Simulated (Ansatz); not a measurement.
# Mo: the cost of one run

Computed with Ansatz 0.2.0 (DFT r2SCAN, scalar-relativistic, plane waves, PAW, unless a step's input says otherwise).

1 further run of the same task is left out (set aside as unsound or not needed).

**1. The structure to begin with**

Symmetry: Im-3m, No. 229, cubic system. The conventional cell has a = 3.150 Å, b = 3.150 Å, c = 3.150 Å, α = 90.00°, β = 90.00°, γ = 90.00°. Mo (site symmetry m-3m) is surrounded by 8 Mo at 2.73 Å.

Structure file:

```cif
data_structure
_symmetry_space_group_name_H-M 'P 1'
_symmetry_Int_Tables_number 1
_cell_length_a 2.7284
_cell_length_b 2.7284
_cell_length_c 2.7284
_cell_angle_alpha 109.471
_cell_angle_beta 109.471
_cell_angle_gamma 109.471
_cell_volume 15.63
loop_
_atom_site_label
_atom_site_type_symbol
_atom_site_fract_x
_atom_site_fract_y
_atom_site_fract_z
_atom_site_occupancy
Mo1 Mo 0.00000 0.00000 0.00000 1
```

It is the result of an earlier relaxation at this level (volume 15.63 Å³/atom; gap on the mesh: none (metal)).

**2. Electronic structure at the relaxed geometry**

input.yaml reads:

```yaml
crystal:
  lattice:
    - [-1.5752359808, 1.5752359808, 1.5752359808]
    - [1.5752359808, -1.5752359808, 1.5752359808]
    - [1.5752359808, 1.5752359808, -1.5752359808]
  atoms:
    - { symbol: Mo, position: [0.0, 0.0, 0.0] }
basis:
  ecutwfc: 500
kpoints:
  mp_grid: { grid: [18, 18, 18] }
  band_path:
    path:
      - [[0.0, 0.0, 0.0], [0.5, -0.5, 0.5], [0.0, 0.0, 0.5], [0.0, 0.0, 0.0], [0.25, 0.25, 0.25], [0.5, -0.5, 0.5]]
      - [[0.25, 0.25, 0.25], [0.0, 0.0, 0.5]]
    npoints: 14
hamiltonian:
  xc: r2scan
scf:
  occupations: { method: gaussian, width: 0.1 }
  n_extra_bands: 6
output:
  forces: true
  stress: true
  eigenvalues: true
  populations: true
  dos: { projected: true, de: 0.02, nscf_kmesh: { grid: [27, 27, 27] } }
  bader: true
```

Run with:

```bash
$ ansatz run input.yaml --threads 1 --pin off --max-ram 2560MiB --backend cpu --events-out ev --progress --plain --runs-dir out
```

What time and memory should one allow on 1 thread of Intel Xeon 6975P-C (Granite Rapids), shared host?

About 11 s, with a peak of 0.41 GiB.
